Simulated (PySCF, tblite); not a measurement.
# GeH₆OSi, a small molecule taken as a stand-in for a surface group (Si site with back bonds O[GeH3], [H], [H]): NMR shifts, core binding energies and electronic excitations

Wanted: the NMR shifts, core binding energies and electronic excitations for `[SiH3][O][GeH3]`.

Programs: tblite 0.8.0 and PySCF 2.14.0. All values are calculated, for the isolated system unless a continuum is named. Atoms count from 0, parts from 1.

## 1. Starting point

9 atoms, charge 0, multiplicity 1; geometry: distance geometry start.

## 2. Relaxing the cluster with GFN2-xTB

The job: settings as JSON, then the geometry in Å.

```
{"job": {"kind": "relax", "xc": "GFN2-xTB", "basis": "xTB"}, "charge": 0, "multiplicity": 1}
Si     0.215776    -0.627657     1.099407
O      0.465666     0.513865    -0.195579
Ge    -0.328455     0.453800    -1.878172
H     -1.138460    -1.051638     1.111717
H      1.065082    -1.776556     0.896891
H      0.538662    -0.044593     2.363392
H      0.692938     0.000666    -2.904111
H     -0.850939     1.815975    -2.250693
H     -1.478351    -0.532346    -1.854937
```

With the program's defaults for keys left out, this is: GFN2-xTB geometry optimisation, gas phase.

Run with:

```bash
$ OMP_NUM_THREADS=1 python cluster_run.py task.json out
```

This one command runs all jobs of the session in turn.

What it wrote:

```text
step      E/eV     max force
  0    -294.79822    2.337
  1    -294.92559    1.227
  2    -294.99241    0.818
  3    -295.01598    0.628
  4    -295.08147    0.906
  5    -295.10145    0.653
  6    -295.14181    0.343
  7    -295.15393    0.343
  8    -295.17189    0.401
  9    -295.18073    0.273
 10    -295.18592    0.213
 11    -295.18897    0.188
 12    -295.19298    0.188
 13    -295.19733    0.189
 14    -295.20048    0.156
 15    -295.20202    0.122
 16    -295.20328    0.099
 17    -295.20523    0.112
 18    -295.20813    0.157
 19    -295.21108    0.177
 20    -295.21291    0.121
 21    -295.21415    0.109
 22    -295.21562    0.121
 23    -295.21838    0.179
 24    -295.22310    0.271
 25    -295.22829    0.252
 26    -295.23220    0.140
 27    -295.23433    0.101
 28    -295.23517    0.100
 29    -295.23578    0.069
 30    -295.23616    0.039
 31    -295.23637    0.038
 32    -295.23657    0.038
 33    -295.23684    0.054
 34    -295.23710    0.050
 35    -295.23726    0.028
 36    -295.23733    0.022
 37    -295.23737    0.019
 38    -295.23742    0.023
 39    -295.23749    0.029
 40    -295.23755    0.025
 41    -295.23758    0.013
 42    -295.23759    0.012
 43    -295.23760    0.012
 44    -295.23762    0.022
 45    -295.23767    0.040
 46    -295.23777    0.061
 47    -295.23794    0.073
 48    -295.23814    0.061
 49    -295.23829    0.025
 50    -295.23837    0.027
 51    -295.23844    0.035
 52    -295.23862    0.051
 53    -295.23888    0.066
 54    -295.23910    0.048
 55    -295.23919    0.020
 56    -295.23922    0.016
 57    -295.23924    0.015
 58    -295.23927    0.014
 59    -295.23930    0.010
 60    -295.23932    0.005
```

It took 1.3 s on 1 thread of Arm Neoverse N1, shared host.

The steps of the relaxation:

```tsv
step	energy from step 0 (eV)	largest force (eV/Å)
0	0.0000	2.3368
2	-0.1942	0.8180
4	-0.2833	0.9056
6	-0.3436	0.3433
8	-0.3737	0.4007
10	-0.3877	0.2126
12	-0.3948	0.1884
14	-0.4023	0.1564
16	-0.4051	0.0989
18	-0.4099	0.1572
20	-0.4147	0.1210
22	-0.4174	0.1218
24	-0.4249	0.2707
26	-0.4340	0.1404
28	-0.4369	0.1005
30	-0.4379	0.0385
32	-0.4383	0.0385
34	-0.4389	0.0506
36	-0.4391	0.0220
38	-0.4392	0.0228
40	-0.4393	0.0255
42	-0.4394	0.0114
44	-0.4394	0.0220
46	-0.4395	0.0611
48	-0.4399	0.0608
50	-0.4401	0.0269
52	-0.4404	0.0517
54	-0.4409	0.0478
56	-0.4410	0.0163
58	-0.4410	0.0142
60	-0.4411	0.0055
```

Distances of close pairs at the start and the end, largest changes first:

```tsv
bond	before (Å)	after (Å)	change (Å)
O1–Ge2	1.862	1.729	-0.132
Si0–O1	1.744	1.627	-0.117
Si0–H3	1.419	1.464	+0.045
Si0–H5	1.429	1.459	+0.030
Si0–H4	1.443	1.465	+0.022
Ge2–H6	1.517	1.500	-0.017
Ge2–H8	1.515	1.501	-0.014
Ge2–H7	1.506	1.495	-0.010
```

## 3. Geometry optimisation at PBE0-D3(BJ)/def2-SVP

The job: settings as JSON, then the geometry in Å.

```
{"job": {"xc": "PBE0", "basis": "def2-SVP", "d3": "d3bj", "grid": 2, "kind": "geom", "shake": 0.01}, "charge": 0, "multiplicity": 1}
Si     0.298338    -0.559998     1.500128
O      0.045553     0.405881     0.188933
Ge    -0.298187     0.567421    -1.507671
H     -0.976570    -1.121493     1.864270
H      1.241837    -1.595120     1.168402
H      0.778351     0.410412     2.489343
H      0.951664     0.098555    -2.235393
H     -0.518281     2.039023    -1.672294
H     -1.478456    -0.267830    -1.804269
```

What it wrote:

```text
step   0  E = -2444.47246772  max force = 0.028964
step   1  E = -2444.48073646  max force = 0.010887
step   2  E = -2444.48125876  max force = 0.002655
step   3  E = -2444.48134709  max force = 0.002459
step   4  E = -2444.48158770  max force = 0.005981
step   5  E = -2444.48169387  max force = 0.004969
step   6  E = -2444.48176018  max force = 0.001370
step   7  E = -2444.48177076  max force = 0.000293
optimisation converged
```

Run time: 62 s. Hardware: 1 thread of Arm Neoverse N1, shared host; peak memory 0.49 GiB.

Step by step:

```tsv
step	energy from step 0 (eV)	largest force component (eV/Å)
0	0.0000	1.4894
1	-0.2250	0.5598
2	-0.2392	0.1365
3	-0.2416	0.1264
4	-0.2482	0.3076
5	-0.2511	0.2555
6	-0.2529	0.0704
7	-0.2531	0.0151
```

Distances of close pairs at the start and the end, largest changes first:

```tsv
bond	before (Å)	after (Å)	change (Å)
Ge2–H8	1.476	1.541	+0.065
Si0–H4	1.439	1.498	+0.058
Si0–H3	1.440	1.497	+0.057
O1–Ge2	1.739	1.779	+0.041
Ge2–H7	1.497	1.534	+0.037
Si0–H5	1.467	1.491	+0.024
Ge2–H6	1.520	1.540	+0.020
Si0–O1	1.648	1.656	+0.008
```

The final coordinates are the input of the step that follows.

```tsv
at the end point	value
point group (found at 0.08 Å tolerance)	C1
rotational constants (GHz, main isotopes)	28.503, 2.031, 1.988
dipole moment (D)	1.21
```

## 4. NMR shieldings: PBE0/pcSseg-2

The job: settings as JSON, then the geometry in Å.

```
{"job": {"kind": "nmr", "xc": "PBE0", "basis": "pcSseg-2"}, "charge": 0, "multiplicity": 1}
Si     0.299124    -0.483128     1.466516
O      0.074937     0.634421     0.265143
Ge    -0.288384     0.579783    -1.475756
H     -0.956521    -1.257659     1.721280
H      1.377567    -1.456399     1.102086
H      0.689924     0.239309     2.710396
H      0.885438    -0.106478    -2.199282
H     -0.444911     2.041064    -1.915619
H     -1.592546    -0.214287    -1.683494
```

Method: GIAO PBE0/pcSseg-2 NMR shielding, non-relativistic, gas phase.

What it wrote:

```text
coarse grid: 33840 points
cycle   1  E = -2444.8337382557  dE = -6.810e-01  |g| = 1.286e+00  |ddm| = 2.090e+00
cycle   2  E = -2444.4203035053  dE =  4.134e-01  |g| = 1.974e+00  |ddm| = 1.307e+00
cycle   3  E = -2444.9663627234  dE = -5.461e-01  |g| = 3.386e-01  |ddm| = 1.091e+00
cycle   4  E = -2444.9857995778  dE = -1.944e-02  |g| = 1.092e-01  |ddm| = 1.846e-01
cycle   5  E = -2444.9867471697  dE = -9.476e-04  |g| = 1.127e-02  |ddm| = 3.534e-02
cycle   6  E = -2444.9867605227  dE = -1.335e-05  |g| = 2.623e-03  |ddm| = 7.878e-03
cycle   7  E = -2444.9867616658  dE = -1.143e-06  |g| = 3.444e-04  |ddm| = 2.211e-03
final grid: 68408 points
cycle   8  E = -2444.9867195725  dE = -3.871e-08  |g| = 3.642e-04  |ddm| = 1.052e-03
cycle   9  E = -2444.9867195474  dE =  2.509e-08  |g| = 5.326e-04  |ddm| = 4.766e-04
cycle  10  E = -2444.9867195970  dE = -4.952e-08  |g| = 8.929e-05  |ddm| = 2.678e-04
cycle  11  E = -2444.9867195984  dE = -1.472e-09  |g| = 6.713e-06  |ddm| = 5.536e-05
cycle  12  E = -2444.9867195984  dE = -2.274e-12  |g| = 3.423e-06  |ddm| = 3.985e-06
converged SCF energy = -2444.9867195984

GIAO shielding tensors (ppm)
atom      isotropic    diamagn.    paramagn.     s11        s22        s33       span
  0 Si     377.039     876.787    -499.748    325.003    336.230    469.883    144.880
  1 O      339.539     390.827     -51.288    273.208    370.692    374.716    101.509
  2 Ge    1414.239    2754.358   -1340.119   1297.217   1310.218   1635.281    338.065
  3 H       26.172      28.805      -2.633     23.076     24.353     31.086      8.010
  4 H       26.178      28.882      -2.705     23.069     24.388     31.076      8.007
  5 H       26.142      28.330      -2.188     23.104     24.193     31.128      8.024
  6 H       26.091      28.274      -2.183     19.987     22.135     36.150     16.164
  7 H       26.129      27.819      -1.690     19.880     21.946     36.562     16.682
  8 H       26.089      28.286      -2.197     19.999     22.178     36.091     16.092
```

Run time: 46 s. Hardware: 1 thread of Arm Neoverse N1, shared host; peak memory 0.93 GiB.

Shifts follow as δ = σ(reference) − σ, with reference shieldings (ppm) from runs at the same level and on the same kind of geometry: 1H TMS 31.25, 29Si TMS 341.3, 17O H2O 328.2, 73Ge GeMe4 1337. The references are single molecules in the gas phase, so shifts against H2O, NH3, PH3, H3PO4 or CFCl3 are not on the usual liquid scales and can be off by tens of ppm.

```tsv
atoms	environment	σ (ppm)	δ (ppm)
H8	hydrogen on a germanium bonded to O	26.09	5.16
H6	hydrogen on a germanium bonded to O	26.09	5.15
H7	hydrogen on a germanium bonded to O	26.13	5.12
H5	hydrogen on a silicon bonded to O	26.14	5.10
H3	hydrogen on a silicon bonded to O	26.17	5.07
H4	hydrogen on a silicon bonded to O	26.18	5.07
Si0	silicon bonded to O, 3 H	377.0	-35.8
O1	oxygen bonded to Ge, Si	339.5	-11.4
Ge2	germanium bonded to O, 3 H	1414	-77
```

The run also stored atomic charges by several schemes (e):

```tsv
atoms	Mulliken	IAO	Hirshfeld	ESP fit
Si0	0.78	0.87	0.37	0.47
O1	-0.70	-0.86	-0.34	-0.39
Ge2	0.60	0.73	0.41	0.38
```

Mayer bond orders: Si0–O1 0.92, O1–Ge2 0.91.

## 5. Core-electron binding energies: SCAN, X2C

Same as in step 4 but for these lines:

```diff
@@ -1,2 +1,2 @@
-{"job": {"kind": "nmr", "xc": "PBE0", "basis": "pcSseg-2"}, "charge": 0, "multiplicity": 1}
+{"job": {"kind": "xps", "holes": 5}, "charge": 0, "multiplicity": 1}
 Si     0.299124    -0.483128     1.466516
```

Method: delta-SCF UKS SCAN, pcX-2 on the ionised atom, pcseg-1 elsewhere, spin-free X2C.

What it wrote:

```text
ground state, core basis on atom 0 (Si), 131 functions
  cycle   1  E = -2462.86797262  |g| = 7.41e-01
  cycle   2  E = -2462.29470391  |g| = 1.80e+00
  cycle   3  E = -2462.97103415  |g| = 1.04e-01
  cycle   4  E = -2462.97359913  |g| = 4.29e-02
  cycle   5  E = -2462.97412020  |g| = 4.57e-03
  cycle   6  E = -2462.97411988  |g| = 1.29e-03
  cycle   7  E = -2462.97412014  |g| = 3.89e-04
  E(ground) = -2463.09714175 Eh
hole in Si 2p of atom 0
  cycle   1  E = -2458.69385948  |g| = 1.23e+00
  cycle   2  E = -2458.65785085  |g| = 1.02e+00
  cycle   3  E = -2458.97187506  |g| = 2.89e-01
  cycle   4  E = -2458.99633289  |g| = 1.80e-01
  cycle   5  E = -2459.00839790  |g| = 3.80e-02
  cycle   6  E = -2459.00914035  |g| = 5.19e-03
  cycle   7  E = -2459.00915151  |g| = 2.06e-03
  cycle   8  E = -2459.00915048  |g| = 3.47e-04
  E(ion) = -2459.14433405 Eh   <S^2> = 0.7514   hole on atom = 1.003   binding energy = 107.561 eV
  2p3/2 = 107.317 eV   2p1/2 = 107.942 eV
ground state, core basis on atom 1 (O), 120 functions
  cycle   1  E = -2462.90824028  |g| = 1.12e-01
  cycle   2  E = -2462.90529479  |g| = 1.43e-01
  cycle   3  E = -2462.90853960  |g| = 5.69e-02
  cycle   4  E = -2462.90910650  |g| = 5.58e-03
  cycle   5  E = -2462.90911903  |g| = 4.53e-04
  E(ground) = -2463.07071300 Eh
hole in O 1s of atom 1
  cycle   1  E = -2442.31368564  |g| = 2.23e+00
  cycle   2  E = -2441.82066333  |g| = 2.23e+00
  cycle   3  E = -2443.10905161  |g| = 3.92e-01
  cycle   4  E = -2443.15325699  |g| = 8.32e-02
  cycle   5  E = -2443.15626881  |g| = 1.81e-02
  cycle   6  E = -2443.15647199  |g| = 4.79e-03
  cycle   7  E = -2443.15648013  |g| = 1.28e-03
  cycle   8  E = -2443.15648220  |g| = 2.51e-04
  E(ion) = -2443.31936314 Eh   <S^2> = 0.7628   hole on atom = 1.000   binding energy = 537.462 eV
```

Run time: 15 s. Hardware: 1 thread of Arm Neoverse N1, shared host; peak memory 0.4 GiB.

The holes in one table. −ε is the ground-state orbital energy:

```tsv
hole	stands for	environment	ΔSCF (eV; 2p as the shell's mean)	−ε (eV)	⟨S²⟩
Si2p on Si0	Si0	silicon bonded to O, 3 H	107.53	96.5	0.751
O1s on O1	O1	oxygen bonded to Ge, Si	537.46	516.4	0.763
```

With the spin-orbit splitting: Si0 2p3/2 107.32, 2p1/2 107.94 eV. The table gives each 2p level as the mean over the whole 2p shell (two parts 2p3/2, one part 2p1/2), which differs a little from the single hole in the log.

## 6. TDDFT and polarisability: CAM-B3LYP/def2-SVPD

Same as in step 5 but for these lines:

```diff
@@ -1,2 +1,2 @@
-{"job": {"kind": "xps", "holes": 5}, "charge": 0, "multiplicity": 1}
+{"job": {"kind": "uv", "xc": "CAM-B3LYP", "basis": "def2-SVPD", "nstates": 6, "ntriplets": 2, "ip": true}, "charge": 0, "multiplicity": 1}
 Si     0.299124    -0.483128     1.466516
```

Level: TDDFT CAM-B3LYP/def2-SVPD, vertical, gas phase, core orbitals frozen in the response.

What it wrote:

```text
coarse grid: 33840 points
cycle   1  E = -2444.9384188099  dE = -6.539e-01  |g| = 8.341e-01  |ddm| = 3.108e+00
cycle   2  E = -2444.7698811806  dE =  1.685e-01  |g| = 1.268e+00  |ddm| = 2.049e+00
cycle   3  E = -2445.0567362805  dE = -2.869e-01  |g| = 1.037e-01  |ddm| = 1.309e+00
cycle   4  E = -2445.0583197226  dE = -1.583e-03  |g| = 4.076e-02  |ddm| = 1.646e-01
cycle   5  E = -2445.0585002643  dE = -1.805e-04  |g| = 3.664e-03  |ddm| = 3.746e-02
cycle   6  E = -2445.0585044136  dE = -4.149e-06  |g| = 4.962e-04  |ddm| = 8.564e-03
final grid: 68408 points
cycle   7  E = -2445.0584661507  dE = -1.129e-07  |g| = 2.872e-04  |ddm| = 2.541e-03
cycle   8  E = -2445.0584661616  dE = -1.090e-08  |g| = 2.382e-04  |ddm| = 6.769e-04
cycle   9  E = -2445.0584661696  dE = -8.011e-09  |g| = 5.379e-05  |ddm| = 2.518e-04
cycle  10  E = -2445.0584661701  dE = -4.889e-10  |g| = 1.634e-05  |ddm| = 5.965e-05
converged SCF energy = -2445.0584661701

Static polarisability (au): isotropic 61.576, principal 57.685 58.087 68.956

Singlet excitations
state   eV       nm        f      main configurations
  1   6.8719    180.4   0.00049   H->L 0.94
  2   7.1989    172.2   0.00237   H-1->L 0.92
  3   7.8719    157.5   0.05359   H->L+1 0.81
  4   8.0948    153.2   0.01153   H-3->L 0.54, H->L+2 0.20, H->L+5 0.13
  5   8.1395    152.3   0.03246   H-2->L 0.49, H-1->L+1 0.29
  6   8.2739    149.8   0.09335   H-1->L+1 0.56, H-2->L 0.20

Triplet excitations (Tamm-Dancoff, eV): 6.4960 6.7967
Vertical ionisation energy (delta-SCF) = 10.6913 eV
```

Run time: 66 s. Hardware: 1 thread of Arm Neoverse N1, shared host; peak memory 0.62 GiB.

The orbitals next to the gap, with their largest atomic shares:

```tsv
orbital	eV	atoms
HOMO−3	-11.16	Ge2 24 %, Si0 19 %, H6 15 %
HOMO−2	-11.14	Ge2 25 %, H7 21 %, Si0 18 %
HOMO−1	-10.09	O1 38 %, Si0 18 %, H5 13 %
HOMO	-9.83	O1 42 %, Si0 16 %, H3 11 %
LUMO	0.55	Ge2 30 %, Si0 18 %, O1 14 %
LUMO+1	0.84	Ge2 53 %, H7 11 %, H8 10 %
LUMO+2	1.57	Si0 49 %, H5 11 %, H4 11 %
```

With each of the 6 states as a Gaussian band of 0.4 eV half-width at 1/e, the curve within the window shown has maxima at 152 nm (ε 6,500) L/(mol cm). Beyond the last state computed it falls off for lack of states. The curve at chosen wavelengths:

| nm | ε (L/mol/cm) |
| --- | --- |
| 145 | 2769 |
| 147 | 4227 |
| 149 | 5542 |
| 151 | 6363 |
| 153 | 6521 |
| 156 | 5671 |
| 158 | 4679 |
| 160 | 3600 |
| 162 | 2595 |
| 164 | 1761 |
| 166 | 1134 |
| 168 | 705 |
| 170 | 436 |
| 173 | 228 |
| 175 | 161 |
| 177 | 120 |
| 179 | 93 |
| 181 | 72 |
| 183 | 54 |
| 185 | 40 |
| 187 | 29 |
| 190 | 16 |
| 192 | 11 |
| 194 | 7 |
| 196 | 4 |
| 198 | 3 |

Further results of this job:

```tsv
property	computed
dipole moment (D)	1.22
polarisability (Å³)	9.12
HOMO–LUMO gap (eV)	10.39
−ε(HOMO) (eV)	9.83
```

## 7. Outcome

```
                                 quantity                                   value
                              point group                                      C1
     rotational constants (main isotopes)                   28.50, 2.03, 1.99 GHz
    1H shifts against TMS (PBE0/pcSseg-2)  5.16, 5.15, 5.12, 5.10, 5.07, 5.07 ppm
  29Si shifts against TMS (PBE0/pcSseg-2)                               -35.8 ppm
   17O shifts against H2O (PBE0/pcSseg-2)                               -11.4 ppm
73Ge shifts against GeMe4 (PBE0/pcSseg-2)                                 -77 ppm
        Si2p binding energies, SCAN/pcX-2                           Si0 107.53 eV
         O1s binding energies, SCAN/pcX-2                            O1 537.46 eV
     lowest singlet (CAM-B3LYP/def2-SVPD)             6.87 eV (180 nm), f = 0.000
 brightest single state of those computed             state 6, 8.27 eV, f = 0.093
                           lowest triplet                                 6.50 eV
        vertical ionisation energy (ΔSCF)                                10.69 eV
```

**Reading.** Relaxing lowered the energy by 0.253 eV in 7 steps; the close pair that moved most is Ge2–H8, from 1.476 to 1.541 Å (PBE0/def2-SVP). At PBE0/pcSseg-2: Shielding is most anisotropic at Ge2 (span 338 ppm, paramagnetic term -1340 ppm). The first singlet state (HOMO→LUMO 0.94) lies at 6.87 eV and is dark; of the 6 states computed, the strongest absorption comes from state 6 at 8.27 eV (the last computed, so partners may be missing). The lowest triplet lies 0.38 eV below the lowest singlet (triplets in Tamm-Dancoff, singlets in full TDDFT). ΔSCF puts the ionisation energy at 10.69 eV, 0.86 eV above −ε(HOMO). Spin-orbit coupling is left out, which matters for shieldings and couplings at and beside the heavy atoms.
